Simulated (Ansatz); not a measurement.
# CH6Sn: the cost of one run

Method: RKS B3LYP/def2-SVP, in Ansatz 0.2.0.

## 1. The starting structure

Bond lengths: Sn1–H2 1.940 Å, Sn1–C3 2.350 Å, C3–H4 1.110 Å, C3–H5 1.110 Å, C3–H6 1.110 Å, Sn1–H7 1.739 Å, Sn1–H8 1.739 Å. Angles: H2–Sn1–C3 40.2°, H2–Sn1–H7 122.3°, H2–Sn1–H8 122.3°, C3–Sn1–H7 123.3°, C3–Sn1–H8 123.3°, H7–Sn1–H8 109.5°, Sn1–C3–H4 105.4°, Sn1–C3–H5 77.4°, Sn1–C3–H6 139.1°, H4–C3–H5 109.4°, H4–C3–H6 109.4°, H5–C3–H6 109.4°.

Coordinates:

```xyz
8

Sn    0.0000    0.0000    0.0000
H     1.0458    0.0000    1.6339
C     2.2453    0.0000    0.6940
H     2.5929   -1.0463    0.5658
H     2.2938    0.5276   -0.2814
H     2.8972    0.5187    1.4274
H    -0.8195    1.4198   -0.5794
H    -0.8195   -1.4198   -0.5794
```

## 2. Pulling towards end A

Springs on the bonds that form and break draw the guess towards this end; the thresholds are loose.

File input.yaml:

```yaml
crystal:
  periodic: [false, false, false]
  atoms:
    - { symbol: Sn, position_ang: [0.0, 0.0, 0.0] }
    - { symbol: H, position_ang: [1.0458, 0.0, 1.6339] }
    - { symbol: C, position_ang: [2.2453, 0.0, 0.694] }
    - { symbol: H, position_ang: [2.5929, -1.0463, 0.5658] }
    - { symbol: H, position_ang: [2.2938, 0.5276, -0.2814] }
    - { symbol: H, position_ang: [2.8972, 0.5187, 1.4274] }
    - { symbol: H, position_ang: [-0.8195, 1.4198, -0.5794] }
    - { symbol: H, position_ang: [-0.8195, -1.4198, -0.5794] }
basis:
  gaussian: { orbitals: def2-SVP }
hamiltonian:
  xc: b3lyp
relax:
  f_tol: 0.15
  max_steps: 25
  restrain:
    - { distance: [1, 2], at: 2.31, k: 30.0 }
    - { distance: [0, 1], at: 1.74, k: 30.0 }
    - { distance: [0, 2], at: 2.15, k: 30.0 }
```

Command:

```console
> ansatz run input.yaml --threads 2 --pin off --max-ram 3072MiB --backend cpu --events-out ev --progress --plain --runs-dir out
```

Q: Estimate wall time and peak memory on 2 threads of Arm Neoverse V1, shared host.

About 13 s, with a peak of 0.14 GiB.
